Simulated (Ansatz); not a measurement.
The system is TiMo3.

```
Mo Ti
1.0
    -1.58260    2.21052    4.47508
     1.58260   -2.21052    4.47508
     1.58260    2.21052   -4.47508
Mo Ti
3 1
Direct
  0.00000 0.50000 0.50000
  0.24341 0.24341 0.00000
  0.75659 0.75659 0.00000
  0.50000 0.00000 0.50000
```

The cell comes from a database or a generator and needn't be the stable form of this composition.

Base run:

| Quantity | Value |
| --- | --- |
| Program | Ansatz 0.2.0 |
| Functional | PBEsol |
| Potentials or basis | all-electron LAPW, scalar-relativistic |
| Cutoff | 240 eV |
| Density cutoff | 960 eV |
| Basis error allowed | 0.002 eV/atom |
| k mesh | 10 × 10 × 10 |
| Occupations | fermi-dirac, width 0.05 eV |
| Spin | no spin polarisation |

Its results: pressure -5.5 GPa; largest force 0.026 eV/Å.

The run is repeated on the same cell with these changes: functional from PBEsol to LDA. What comes out?

Pressure -10.3 GPa; largest force 0.019 eV/Å.

LDA binds more tightly than PBEsol, so the same cell stands under less pressure.

Not every run made on this cell is shown here.
